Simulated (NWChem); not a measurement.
**One shape, several levels: CH6S2Si (SMILES CSS[SiH3])**

Aim: a comparison of 3 runs (HF/def2-SVP, B2PLYP/pcseg-1, PBE0/def2-SVP) of CH6S2Si. 

The results are computed with NWChem 7.3.0.

## (1) Starting point

CH6S2Si: 10 atoms, total charge 0, spin state singlet. As SMILES, `CSS[SiH3]`. The coordinates come from a PBE0-D4/def2-TZVP relaxation. This is one conformer, not always the lowest.

Bond lengths: C1–S2 1.800 Å, S2–S3 2.060 Å, S3–Si4 2.141 Å, C1–H5 1.089 Å, C1–H6 1.093 Å, C1–H7 1.090 Å, Si4–H8 1.485 Å, Si4–H9 1.483 Å, Si4–H10 1.487 Å. Some angles: C1–S2–S3 102.0°, S2–S3–Si4 96.1°, S2–C1–H5 110.8°, S2–C1–H6 105.9°, S2–C1–H7 111.0°, S3–Si4–H8 109.9°, S3–Si4–H9 110.4°, S3–Si4–H10 106.9°, H5–C1–H6 109.4°, H5–C1–H7 110.4°.

## (2) Energy and gradient at HF/def2-SVP (run 1)

Input file ch6s2si.nw:

```
start ch6s2si
title "CH6S2Si gradient"
memory total 2200 mb

geometry units angstroms noautosym nocenter noautoz
  C     -0.839400     1.368100    -1.052700
  S      0.388000     1.522400     0.255300
  S      1.678300    -0.021900    -0.185500
  Si     0.697500    -1.489500     1.025600
  H     -0.379100     1.495800    -2.031600
  H     -1.559800     2.171900    -0.883200
  H     -1.352600     0.408400    -0.996100
  H     -0.715600    -1.639000     0.593700
  H      0.742600    -1.095800     2.454200
  H      1.423300    -2.771700     0.823000
end

basis spherical bse
  * library def2-SVP
end

scf
  thresh 1e-08
  maxiter 80
end

task scf gradient
```

Command:

```console
$ nwchem ch6s2si.nw > ch6s2si.out
```

Log:

```text
[...]
  functions       =    98
[...]
  wavefunction    = RHF
[...]
         Total SCF energy =  -1124.995817495836
      One-electron energy =  -2118.961610744991
      Two-electron energy =    710.732138695823
 Nuclear repulsion energy =    283.233654553331
        Time for solution =     18.4s
[...]
                         RHF ENERGY GRADIENTS
    atom               coordinates                        gradient
                 x          y          z           x          y          z
   1 C      -1.586236   2.585334  -1.989315    0.004334  -0.000376   0.003868
   2 S       0.733214   2.876919   0.482447    0.003700  -0.012664  -0.005679
   3 S       3.171527  -0.041385  -0.350544   -0.009102   0.004993   0.005830
   4 Si      1.318084  -2.814747   1.938103    0.002555   0.009195  -0.005778
   5 H      -0.716395   2.826652  -3.839167    0.000925   0.000391  -0.000942
   6 H      -2.947595   4.104296  -1.669006   -0.000920   0.001417   0.000646
   7 H      -2.556043   0.771764  -1.882356   -0.000378  -0.001668   0.001107
   8 H      -1.352288  -3.097261   1.121930   -0.002647  -0.000023  -0.001021
   9 H       1.403311  -2.070762   4.637766    0.000190   0.001050   0.002478
  10 H       2.689647  -5.237754   1.555244    0.001343  -0.002316  -0.000508
[...]
```

Run time: 24 s. Hardware: 1 thread of Intel Xeon Platinum 8259CL at 2.50GHz (Skylake/Cascade Lake), shared host; peak memory 0.1 GiB.

## (3) A single-point energy at B2PLYP/pcseg-1 (run 2)

Input file work.nw:

```
START work
TITLE "CH6S2Si energy"
memory total 2200 mb

GEOMETRY units angstroms noautosym nocenter noautoz
   C     -0.839400     1.368100    -1.052700
   S      0.388000     1.522400     0.255300
   S      1.678300    -0.021900    -0.185500
   Si     0.697500    -1.489500     1.025600
   H     -0.379100     1.495800    -2.031600
   H     -1.559800     2.171900    -0.883200
   H     -1.352600     0.408400    -0.996100
   H     -0.715600    -1.639000     0.593700
   H      0.742600    -1.095800     2.454200
   H      1.423300    -2.771700     0.823000
END

BASIS spherical bse
   * library pcseg-1
END

DFT
   xc hfexch 0.53 becke88 0.47 lyp 0.73 mp2 0.27
   dftmp2 semidirect
   grid fine
   convergence energy 1e-08
   iterations 100
   mulliken
END

MP2
   freeze core 16
END

TASK dft
```

Command:

```console
$ nwchem work.nw > work.out
```

Log:

```text
[...]
          Wavefunction type:  closed shell.
          No. of atoms     :    10
          No. of electrons :    58
[...]
          Charge           :     0
          Spin multiplicity:     1
[...]
          AO basis - number of functions:    98
[...]
              XC Information
              --------------
                     Hartree-Fock (Exact) Exchange  0.530
                    Becke 1988 Exchange Functional  0.470
              Lee-Yang-Parr Correlation Functional  0.730
[...]
 d= 0,ls=0.0,diis     1  -1126.8632314265 -1.41D+03  6.41D-03  2.30D-01     4.6
[...]
 d= 0,ls=0.0,diis     9  -1126.9035962041 -4.99D-09  1.22D-06  7.40D-10    31.4
         Total DFT energy =    -1126.903596204123
      One electron energy =    -2120.085480905241
           Coulomb energy =      789.315623560956
    Exchange-Corr. energy =      -79.367393413170
 Nuclear repulsion energy =      283.233654553331
[...]
      Total Density - Mulliken Population Analysis
     ---------------------------------------------
    Atom       Charge   Shell Charges
 -----------   ------   -------------------------------------------------------
    1 C    6     6.33   1.99  0.73  0.47  2.10  1.00  0.03
    2 S   16    16.06   2.00  2.00  1.21  0.70  5.99  3.18  0.88  0.10
    3 S   16    16.24   2.00  2.00  1.20  0.71  5.99  3.25  1.03  0.07
    4 Si  14    13.42   2.00  1.99  0.96  0.26  5.99  2.02  0.04  0.17
    5 H    1     0.86   0.76  0.08  0.02
    6 H    1     0.87   0.76  0.09  0.02
    7 H    1     0.87   0.77  0.09  0.02
    8 H    1     1.12   0.77  0.34  0.01
    9 H    1     1.10   0.77  0.33  0.01
   10 H    1     1.13   0.76  0.36  0.01
[...]
  Basis functions       =     98
[...]
```

Run time: 37 s. Hardware: 1 thread of Intel Xeon Platinum 8259CL at 2.50GHz (Skylake/Cascade Lake), shared host; peak memory 0.27 GiB.

## (4) Energy and gradient at PBE0/def2-SVP (run 3)

Input file run.nw:

```
START run
memory total 2200 mb
GEOMETRY noautosym nocenter noautoz
  C     -0.839400     1.368100    -1.052700
  S      0.388000     1.522400     0.255300
  S      1.678300    -0.021900    -0.185500
  Si     0.697500    -1.489500     1.025600
  H     -0.379100     1.495800    -2.031600
  H     -1.559800     2.171900    -0.883200
  H     -1.352600     0.408400    -0.996100
  H     -0.715600    -1.639000     0.593700
  H      0.742600    -1.095800     2.454200
  H      1.423300    -2.771700     0.823000
END
BASIS "ao basis" spherical bse
  C library def2-SVP
  S library def2-SVP
  Si library def2-SVP
  H library def2-SVP
END
DFT
  xc pbe0
  grid fine
  convergence energy 1e-08
  iterations 100
  mulliken
END
TASK dft gradient
```

Command:

```console
$ nwchem run.nw > run.out
```

Log:

```text
[...]
          Wavefunction type:  closed shell.
          No. of atoms     :    10
          No. of electrons :    58
[...]
          Charge           :     0
          Spin multiplicity:     1
[...]
          AO basis - number of functions:    98
[...]
              XC Information
              --------------
                         PBE0 Method XC Functional
                     Hartree-Fock (Exact) Exchange  0.250
          PerdewBurkeErnzerhof Exchange Functional  0.750
            Perdew 1991 LDA Correlation Functional  1.000 local
           PerdewBurkeErnz. Correlation Functional  1.000 non-local
[...]
 d= 0,ls=0.0,diis     1  -1126.7433493357 -1.41D+03  6.79D-03  3.19D-01     3.5
[...]
 d= 0,ls=0.0,diis     8  -1126.7821208294  7.96D-09  3.98D-06  1.69D-07    22.7
         Total DFT energy =    -1126.782120829373
      One electron energy =    -2119.660111383999
           Coulomb energy =      789.159463200797
    Exchange-Corr. energy =      -79.515127199502
 Nuclear repulsion energy =      283.233654553331
[...]
      Total Density - Mulliken Population Analysis
     ---------------------------------------------
    Atom       Charge   Shell Charges
 -----------   ------   -------------------------------------------------------
    1 C    6     6.15   1.99  0.90  0.21  2.09  0.93  0.03
    2 S   16    16.10   2.00  1.99  1.25  0.67  5.93  1.78  2.38  0.10
    3 S   16    16.23   2.00  1.99  1.25  0.65  5.93  1.79  2.55  0.07
    4 Si  14    13.63   2.00  1.98  1.06  0.17  5.93  1.30  0.99  0.20
    5 H    1     0.90   0.73  0.15  0.02
    6 H    1     0.91   0.73  0.16  0.02
    7 H    1     0.91   0.73  0.16  0.02
    8 H    1     1.06   0.73  0.32  0.01
    9 H    1     1.04   0.73  0.30  0.01
   10 H    1     1.06   0.73  0.32  0.01
[...]
  wavefunction    = closed shell
                         DFT ENERGY GRADIENTS
    atom               coordinates                        gradient
                 x          y          z           x          y          z
   1 C      -1.586236   2.585334  -1.989315   -0.002360  -0.000140  -0.002089
   2 S       0.733214   2.876919   0.482447    0.003610  -0.008988  -0.005120
   3 S       3.171527  -0.041385  -0.350544   -0.008400   0.004073   0.005377
   4 Si      1.318084  -2.814747   1.938103    0.000666   0.001964  -0.001768
   5 H      -0.716395   2.826652  -3.839167   -0.002244  -0.000804   0.005996
   6 H      -2.947595   4.104296  -1.669006    0.003747  -0.004039  -0.000792
   7 H      -2.556043   0.771764  -1.882356    0.003507   0.005438   0.000214
   8 H      -1.352288  -3.097261   1.121930    0.002794   0.000568   0.000802
   9 H       1.403311  -2.070762   4.637766   -0.000032  -0.000380  -0.002953
  10 H       2.689647  -5.237754   1.555244   -0.001288   0.002309   0.000333
[...]
```

It took 31 s on 1 thread of Intel Xeon Platinum 8259CL at 2.50GHz (Skylake/Cascade Lake), shared host; peak memory 0.13 GiB.

## (5) The series

```tsv
run	level	task	iteration cap	energy (Eh)	dipole moment (D)	HOMO energy (eV)	LUMO energy (eV)	wall time
1	HF/def2-SVP	gradient	80	-1124.995817	1.95	-9.55	3.42	24 s
2	B2PLYP/pcseg-1	energy	100	-1127.068466	2.02	-7.89	0.52	37 s
3	PBE0/def2-SVP	gradient	100	-1126.782121	1.80	-6.77	-0.61	31 s
```

## (6) What came out

| quantity | value |
| --- | --- |
| run 3: total energy | -1126.78212 Eh |
| run 3: dipole moment | 1.80 D |
| run 3: HOMO energy | -6.77 eV |
| run 3: LUMO energy | -0.61 eV |
| run 3: HOMO–LUMO gap | 6.15 eV |
| run 3: largest force on an atom | 0.563 eV/Å |

What this shows: The dipole moment (its size) runs from 1.80 D (PBE0/def2-SVP) to 2.02 D (B2PLYP/pcseg-1). The two ends differ in method and basis. A double hybrid's value is that of its SCF part. The HOMO–LUMO gap runs from 6.15 eV (PBE0/def2-SVP) to 12.97 eV (HF/def2-SVP). Exact exchange widens orbital gaps. Totals of different functionals can't be ranked against each other. All runs together took 92 s, the longest 37 s.
